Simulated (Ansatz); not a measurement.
# SiGeCl (sextet): the correlation ladder, cc-pVDZ

The task here is to estimate one member of a computed series from the others.

The runs use Ansatz 0.2.0, Gaussian basis; cc-pVDZ, core rule «outside noble gas», up to 24 orbitals frozen.

The runs, in order: UHF; CCSD(T) on ROHF; CCSD(T) on UHF; BCCD(T) on ROHF; CISD; CCSDT(Q) on ROHF; CCSDT(Q) on UHF; CASSCF and MRCISD+Q, 13 electrons in 11 orbitals; CASSCF and NEVPT2, 13 electrons in 11 orbitals.

31 further runs of the same task are left out: 15 that didn't finish, 16 set aside as unsound or not needed.

## The geometry

The geometry is a PBE0/def2-TZVP stationary point (not a proven minimum) of the parent state, kept for this charge and spin. No spin-orbit coupling is included. The filled d shell of Ge may be among the frozen orbitals whatever the setting's name suggests; the logs give the count.

3 atoms, charge 0, spin multiplicity 6.

Atoms are counted from 1 here; the program's logs count them from 0.

Bond lengths: Cl1–Si2 2.079 Å, Si2–Ge3 2.394 Å. Angles: Cl1–Si2–Ge3 111.9°.

As a file:

```xyz
3
ClGeSi
Cl    0.0000   -0.4226    2.2981
Si    0.0000    0.9383    0.7268
Ge    0.0000   -0.1565   -1.4026
```

Set-up of the first run:

in.yaml

```yaml
crystal:
  periodic: [false, false, false]
  atoms:
    - {symbol: Cl, position_ang: [0.000000, -0.422560, 2.298070]}
    - {symbol: Si, position_ang: [0.000000, 0.938299, 0.726778]}
    - {symbol: Ge, position_ang: [0.000000, -0.156547, -1.402607]}
basis:
  gaussian: {orbitals: cc-pVDZ}
magnetization: {spin_polarized: true, initial_magnetization: 5}
hamiltonian: {xc: hf}
output: {orbitals: {seedname: orbitals}}
```

Started as:

```
$ ansatz run in.yaml --threads 1 --pin off --events-out ev --progress --plain --max-ram 2393MiB
```

Among the steps run: UHF; CCSD(T) on ROHF; CCSD(T) on UHF; BCCD(T) on ROHF; CISD; CCSDT(Q) on ROHF; CCSDT(Q) on UHF; CASSCF and MRCISD+Q, 13 electrons in 11 orbitals; CASSCF and NEVPT2, 13 electrons in 11 orbitals.

One of the session's tables, all rows but one given; the rest of the session is left out.

```
          method  from RCCSDT(Q) (meV)
            ROHF               +7318.2
             UHF               +7223.1
            RMP2               +1135.0
            UMP2               +1117.5
            CISD                +884.2
           RCCSD                +260.3
           UCCSD                +238.9
        RCCSD(T)                 +51.4
        UCCSD(T)                 +31.7
         BCCD(T)                 +50.6
          RCCSDT                     ?
          UCCSDT                  -3.4
       RCCSDT(Q)                     0
       UCCSDT(Q)                 -21.4
  CASSCF valence               +6488.7
  NEVPT2 valence               +1308.2
  MRCISD valence                +716.4
MRCISD+Q valence                +112.2
```

**Question.** Estimate the row for RCCSDT.

**Answer.** from RCCSDT(Q) (meV): +16.6. In the column «from RCCSDT(Q) (meV)» it lies between RCCSDT(Q) (0) and UCCSD(T) (+31.7).

Limits of these values: Restricted and unrestricted rows rest on different reference determinants; where their highest levels disagree by more than a few hundredths of an eV, they describe different states and don't form one ladder.
